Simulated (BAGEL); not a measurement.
# A BAGEL job on CH2BF2 (SMILES [CH2]B(F)F)

Aim: the energy of CH2BF2.

The results are computed with BAGEL 1.2.2.

6 further runs of the same task are left out: 1 that didn't finish, 5 set aside as unsound or not needed.

### Step 1. Starting point

CH2BF2: 6 atoms, total charge 0, spin state doublet. As SMILES, `[CH2]B(F)F`. The shape is that of a GFN2-xTB optimisation.

Bond lengths: C1–B2 1.514 Å, B2–F3 1.327 Å, B2–F4 1.326 Å, C1–H5 1.075 Å, C1–H6 1.075 Å. Angles: C1–B2–F3 122.9°, C1–B2–F4 123.0°, F3–B2–F4 114.1°, B2–C1–H5 122.3°, B2–C1–H6 122.3°, H5–C1–H6 115.4°.

### Step 2. The job

Input file input.json:

```json
{ "bagel": [

{
  "title": "molecule",
  "basis": "6-31gss.json",
  "df_basis": "qzvpp-jkfit",
  "angstrom": true,
  "geometry": [
    { "atom": "C", "xyz": [   -0.430490,    0.632730,   -0.252070 ] },
    { "atom": "B", "xyz": [    0.378110,   -0.555990,    0.221080 ] },
    { "atom": "F", "xyz": [    0.367530,   -0.981520,    1.477540 ] },
    { "atom": "F", "xyz": [    1.159170,   -1.264020,   -0.583880 ] },
    { "atom": "H", "xyz": [   -0.413650,    0.970040,   -1.273050 ] },
    { "atom": "H", "xyz": [   -1.060670,    1.198760,    0.410380 ] }
  ]
},
{ "title": "rohf", "charge": 0, "nopen": 1, "thresh_overlap": 1.0e-6 },
{ "title": "print", "file": "orbitals.molden", "orbitals": true },
{ "title": "localize", "algorithm": "pm", "lowdin": true }

]}
```

Launch:

```
$ BAGEL_NUM_THREADS=1 BAGEL input.json > input.out
```

The program printed:

```text
* using 1 threads per process

  ===============================================================
  ===============================================================

  *** Geometry ***

  { "atom" : "C", "xyz" : [     -0.813508,      1.195686,     -0.476343 ] },
  { "atom" : "B", "xyz" : [      0.714524,     -1.050669,      0.417781 ] },
  { "atom" : "F", "xyz" : [      0.694531,     -1.854804,      2.792146 ] },
  { "atom" : "F", "xyz" : [      2.190514,     -2.388652,     -1.103373 ] },
  { "atom" : "H", "xyz" : [     -0.781685,      1.833110,     -2.405716 ] },
  { "atom" : "H", "xyz" : [     -2.004376,      2.265328,      0.775506 ] },

  Number of auxiliary basis functions:      340

  Since a DF basis is specified, we compute 2- and 3-index integrals:
    o Being stored without compression. Storage requirement is 0.012 GB

  Number of basis functions:       66
  Number of electrons      :       31

    * METHOD: MOLECULE                             0.09

  *** Open-shell HF ***

  === Nuclear Repulsion ===
   103.1880305328

      * DIIS with orbital gradients will be used.

  === ROHF iteration (6-31gss.json) ===
      0       -262.51789244          0.04613623           0.04
      1       -262.63905850          0.02769999           0.04
      2       -262.67255544          0.01596119           0.04
      3       -262.69004900          0.00086133           0.04
      4       -262.69013986          0.00011500           0.04
      5       -262.69014461          0.00005771           0.04
      6       -262.69014569          0.00001398           0.04
      7       -262.69014578          0.00000442           0.04
      8       -262.69014579          0.00000064           0.04
      9       -262.69014580          0.00000021           0.04
     10       -262.69014580          0.00000008           0.04
     11       -262.69014580          0.00000002           0.04
     12       -262.69014580          0.00000001           0.04
    * SCF iteration converged.

    * S^2 (ROHF) is 0.7500

    * Permanent dipole moment:
           (    0.451038,    -0.664179,     0.264550) a.u.

    * METHOD: ROHF                                 0.57

    * METHOD: PRINT                                0.01

  ERROR: EXCEPTION RAISED:  Localize is not implemented for UHF/ROHF
```

Run time: 0.79 s. Hardware: 1 thread of Arm Neoverse V2, shared host; peak memory 0.14 GiB.

### Step 3. Reading the log

The program broke off before the end.

The telling line is `ERROR: EXCEPTION RAISED:  Localize is not implemented for UHF/ROHF`. The program turns down these settings as typed.
